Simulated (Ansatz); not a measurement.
Working through a relaxation of cell and ions of Ba2TiO4, space group P4/mmm

Program: the Python package of Ansatz (0.2.0).

Run as a notebook:

```python
from pathlib import Path

import ansatz as az
from ase import Atoms
import numpy as np

FUNCTIONAL = 'PBEsol'
ECUT = 470
KMESH = (5, 5, 2)
SMEARING = 'fermi_dirac'
FORCE_TOL = 0.05
```

```python
def edges_and_angles(cell):
    cell = np.asarray(cell)
    a, b, c = np.linalg.norm(cell, axis=1)
    cosines = cell[1] @ cell[2] / (b * c), cell[0] @ cell[2] / (a * c), cell[0] @ cell[1] / (a * b)
    return (a, b, c, *np.degrees(np.arccos(cosines)))
```

```python
atoms = Atoms(
    ['Ba', 'Ba', 'Ti', 'O', 'O', 'O', 'O'],
    scaled_positions=[
        (0.0, 0.0, 0.72557),
        (0.0, 0.0, 0.27443),
        (0.5, 0.5, 0.5),
        (0.0, 0.5, 0.5),
        (0.5, 0.5, 0.72662),
        (0.5, 0.5, 0.27338),
        (0.5, 0.0, 0.5),
    ],
    cell=[
        (3.98205, 0.0, 0.0),
        (0.0, 3.98205, 0.0),
        (0.0, 0.0, 8.78815),
    ],
    pbc=True,
)
structure = az.Crystal.from_ase(atoms)
```

```python
structure.resolved().tree()['lattice']
```

    ((3.98205, 0.0, 0.0), (0.0, 3.98205, 0.0), (0.0, 0.0, 8.78815))

```python
# a pressure is positive in compression
base = (
    structure.calculation()
    .functional(FUNCTIONAL)
    .pseudopotentials('paw')
    .basis(ECUT)
    .kpoints(*KMESH, center='gamma')
    .occupations(SMEARING, width=20 * az.meV)
    .relax(force_tolerance=FORCE_TOL, pressure=30)
    .density()
    .electron_localization_function()
    .output_files(volumetric_format='npy')
)
steps = []
```

```python
def follow(event):
    if event['event'] != 'relax_step':
        return
    row = event['data']
    steps.append(row)
    print(f'step {row["step"]:3d}  E = {row["lagrangian_ev"]:.5f} eV  largest force component = {row["allowed_force_max_ev_ang"]:.4f} eV/A  P = {row["pressure_gpa"]:.3f} GPa')
```

```python
outcome = base.session().plan(threads=1).execute(on_event=follow)
r = outcome.report
```

    step   1  E = -16453.00934 eV  largest force component = 0.5703 eV/A  P = -4.797 GPa
    step   2  E = -16452.75149 eV  largest force component = 1.2674 eV/A  P = 11.027 GPa
    step   3  E = -16452.03778 eV  largest force component = 1.2674 eV/A  P = 22.149 GPa
    step   4  E = -16451.79722 eV  largest force component = 1.2041 eV/A  P = 25.384 GPa
    step   5  E = -16451.51693 eV  largest force component = 1.0751 eV/A  P = 27.987 GPa
    step   6  E = -16450.80827 eV  largest force component = 0.7096 eV/A  P = 32.547 GPa
    step   7  E = -16451.07283 eV  largest force component = 0.5944 eV/A  P = 30.067 GPa
    step   8  E = -16451.10068 eV  largest force component = 0.0107 eV/A  P = 29.603 GPa
    step   9  E = -16451.06255 eV  largest force component = 0.0051 eV/A  P = 29.977 GPa
    step  10  E = -16451.05860 eV  largest force component = 0.0038 eV/A  P = 29.943 GPa
    step  11  E = -16451.05466 eV  largest force component = 0.0002 eV/A  P = 29.999 GPa
    step  12  E = -16451.05465 eV  largest force component = 0.0002 eV/A  P = 29.998 GPa

```python
r['n_kpoints'], r['n_symmetry_ops'], r['n_pw']
```

    (12, 16, 2151)

```python
r['n_iterations'], r['closed_by']
```

    (7, 'deck_thresholds')

```python
r['kpoints_frac'][:4]
```

    [[0.0, 0.0, 0.0], [0.0, 0.0, -0.5], [0.0, 0.2, 0.0], [0.0, 0.2, -0.5]]

```python
first, last = steps[0], steps[-1]
symbols = [site.symbol for site in outcome.lattice.sites]
print(f'energy gained {first["lagrangian_ev"] - last["lagrangian_ev"]:.4f} eV in {len(steps) - 1} steps')
for label, vectors in (('before', first['cell_ang']), ('after', outcome.lattice.cell_ang)):
    print(label, 'a b c (A) {:.4f} {:.4f} {:.4f}  angles {:.2f} {:.2f} {:.2f}'.format(*edges_and_angles(vectors)), f' V = {abs(np.linalg.det(vectors)):.3f} A^3')
print('final stress xx yy zz (GPa, compression positive):', np.round(np.diag(r['stress_gpa']), 3) + 0.0)
```

    energy gained -1.9547 eV in 11 steps
    before a b c (A) 3.9821 3.9821 8.7881  angles 90.00 90.00 90.00  V = 139.351 A^3
    after a b c (A) 3.7028 3.7028 6.7295  angles 90.00 90.00 90.00  V = 92.264 A^3
    final stress xx yy zz (GPa, compression positive): [29.998 29.998 29.999]

```python
change = np.array(last['positions_ang']) @ np.linalg.inv(last['cell_ang']) - np.array(first['positions_ang']) @ np.linalg.inv(first['cell_ang'])
moved = np.linalg.norm(change @ np.array(last['cell_ang']), axis=1)
print('displacement within the cell, strain taken out (A):', ' '.join(f'{s}:{d:.3f}' for s, d in zip(symbols, moved)))
```

    displacement within the cell, strain taken out (A): Ba:0.337 Ba:0.337 Ti:0.000 O:0.000 O:0.406 O:0.406 O:0.000

```python
print('atom   start x y z (A)              end x y z (A)')
for symbol, a, b in zip(symbols, first['positions_ang'], last['positions_ang']):
    print(f'{symbol:3s}', ' '.join(f'{v:8.4f}' for v in a), '  ', ' '.join(f'{v:8.4f}' for v in b))
```

    atom   start x y z (A)              end x y z (A)
    Ba    0.0000   0.0000   6.3764     -0.0000  -0.0000   5.2201
    Ba    0.0000   0.0000   2.4117     -0.0000  -0.0000   1.5094
    Ti    1.9910   1.9910   4.3941      1.8514   1.8514   3.3647
    O     0.0000   1.9910   4.3941      0.0000   1.8514   3.3647
    O     1.9910   1.9910   6.3856      1.8514   1.8514   5.2962
    O     1.9910   1.9910   2.4025      1.8514   1.8514   1.4333
    O     1.9910   0.0000   4.3941      1.8514  -0.0000   3.3647

```python
print('%-22s %14.5f eV' % ('F = E - TS', r['free_energy_ev']))
print('%-22s %14.5f eV' % ('E', r['internal_energy_ev']))
print('%-22s %14.5f eV' % ('Harris-Foulkes', r['harris_foulkes_ev']))
print('%-22s %14.5f eV' % ('Fermi level', r['fermi_energy_ev']))
```

    F = E - TS               -16451.05465 eV
    E                        -16451.05465 eV
    Harris-Foulkes           -16451.05465 eV
    Fermi level                  12.84563 eV

```python
# ELF is 0.5 in a uniform gas and nears 1 where pairs localise
folder = Path(outcome.write_results('elf'))
elf = np.load(folder / 'elf.npy')
peak = np.unravel_index(elf.argmax(), elf.shape)
print(f'largest ELF {elf.max():.3f} at grid fractions', np.round(np.array(peak) / elf.shape, 3))
for level in (0.2, 0.5, 0.7, 0.8, 0.9):
    print(f'share of the cell with ELF over {level}: {np.mean(elf > level):.3f}')
```

    largest ELF 0.881 at grid fractions [0.    0.222 0.812]
    share of the cell with ELF over 0.2: 0.539
    share of the cell with ELF over 0.5: 0.336
    share of the cell with ELF over 0.7: 0.213
    share of the cell with ELF over 0.8: 0.120
    share of the cell with ELF over 0.9: 0.000

Reading the output:
- Absolute energies stand on the zero of these potentials, so only differences at equal settings mean something. A total without «per atom» is that of the cell as typed.
- No spin polarisation was allowed.
- Part of the cell is held or a pressure is applied, so the end point needn't be the zero-pressure lattice.
- At a fixed pressure a relaxation lowers the enthalpy F + PV, while F alone can rise.
- The zero of the levels is a convention of the potentials, so an absolute Fermi energy is no work function.
- Energies along a relaxation are free energies. Rows at an unchanged volume are solved on a plane-wave basis chosen afresh for that cell, so the energy jumps there and such rows are no steps of the walk.
- Symmetry holds the cell in this phase, whether or not it is the stable one at this pressure.
- In a crystal with a gap the Fermi level's place inside it depends on smearing and mesh.
- The fields are valence quantities on the plane-wave grid; their values near the nuclei depend on the potentials.
- This cell is a computed structure, which may not be the phase found in nature.
- Wall time of the script: 95 s on 1 thread of Arm Neoverse N1, on a shared host, peak memory 0.52 GiB.

(Lines on the test bed's own set-up are left out of the output.)
